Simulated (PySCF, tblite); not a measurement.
# C4H12OSSi2: geometry, infrared bands and NMR shifts

Aim: predict the infrared bands and NMR shifts of C4H12OSSi2 (`CS[C@@H]([SiH3])[SiH2]C(C)=O`).

Computed with tblite 0.8.0 and PySCF 2.14.0, with density-fitted response routines of our own, on a single molecule in the gas phase. Atoms count from 0, in the outputs and in this text.

## (1) Starting geometry

20 atoms, charge 0, multiplicity 1; geometry from: force field or distance geometry start.

Bonds of the start (Å): C0–S1 1.79, S1–C2 1.79, C2–Si3 1.86, C2–Si4 1.87, Si4–C5 1.85, C5–C6 1.50, C5–O7 1.24, C0–H8 1.12, C0–H9 1.11, C0–H10 1.12, C2–H11 1.13, Si3–H12 1.48, Si3–H13 1.48, Si3–H14 1.47, Si4–H15 1.47, Si4–H16 1.48, C6–H17 1.12, C6–H18 1.09, C6–H19 1.12.

## (2) Optimising the geometry with GFN2-xTB

The job: settings as JSON, then the geometry in Å.

```
{"job": {"kind": "relax", "xc": "GFN2-xTB", "basis": "xTB"}, "charge": 0, "multiplicity": 1}
C      2.863200    -0.936900    -0.669300
S      2.305100    -0.802500     1.027500
C      0.730900     0.003300     1.275500
Si     0.720700     1.804000     0.820700
Si    -0.663600    -0.944100     0.476300
C     -1.568000     0.033300    -0.809800
C     -3.065600    -0.050200    -0.867500
O     -0.961500     0.762400    -1.612300
H      3.553700    -0.099900    -0.964700
H      2.037400    -1.028600    -1.398100
H      3.467500    -1.874200    -0.752100
H      0.503800    -0.045900     2.384600
H     -0.573700     2.252300     0.265900
H      0.945800     2.562500     2.068600
H      1.835200     2.179500    -0.059600
H     -0.202200    -2.205900    -0.132200
H     -1.665900    -1.291400     1.502500
H     -3.298200    -1.127300    -0.682100
H     -3.466600     0.250600    -1.836200
H     -3.503200     0.569800    -0.040800
```

The run is started by

```sh
$ OMP_NUM_THREADS=1 python probes_run.py task.json out
```

This one command runs all jobs of the session in turn.

**Question.** This job is followed by: GFN2-xTB harmonic vibrations, gas phase; GIAO PBE0/pcSseg-1 NMR shielding, non-relativistic, gas phase. What will the session give for the following? strongest single infrared mode (GFN2-xTB); zero-point energy (GFN2-xTB); 13C shifts against TMS (PBE0/pcSseg-1); 1H shifts against TMS (PBE0/pcSseg-1, means over atoms taken as alike); 33S shifts against CS2 (PBE0/pcSseg-1); 29Si shifts against TMS (PBE0/pcSseg-1); 17O shifts against H2O (PBE0/pcSseg-1).

As calculated:

| quantity | value |
| --- | --- |
| strongest single infrared mode (GFN2-xTB) | 2246 cm⁻¹, 527 km/mol |
| zero-point energy (GFN2-xTB) | 88.4 kcal/mol |
| 13C shifts against TMS (PBE0/pcSseg-1) | 246.1, 43.5, 19.8, 9.4 ppm |
| 1H shifts against TMS (PBE0/pcSseg-1, means over atoms taken as alike) | 5.18, 4.43, 4.03, 2.55, 2.53, 1.14 ppm |
| 33S shifts against CS2 (PBE0/pcSseg-1) | 3 ppm |
| 29Si shifts against TMS (PBE0/pcSseg-1) | -43.6, -71.9 ppm |
| 17O shifts against H2O (PBE0/pcSseg-1) | 843.4 ppm |

**Reading.** Relaxing lowered the energy by 0.736 eV in 187 steps; the close pair that moved most is Si4–C5, from 1.851 to 1.930 Å. The lowest mode is slightly imaginary (14i cm⁻¹), a soft motion within the noise of the Hessian, so the minimum is not strictly shown. The strongest single mode, at 2246 cm⁻¹, moves mainly H12. GFN2-xTB is a fitted tight-binding method: band positions and strengths are rough. Its intensities can rank the bands wrongly. At PBE0/pcSseg-1: Shielding is most anisotropic at O7 (span 1723 ppm, paramagnetic term -911 ppm).
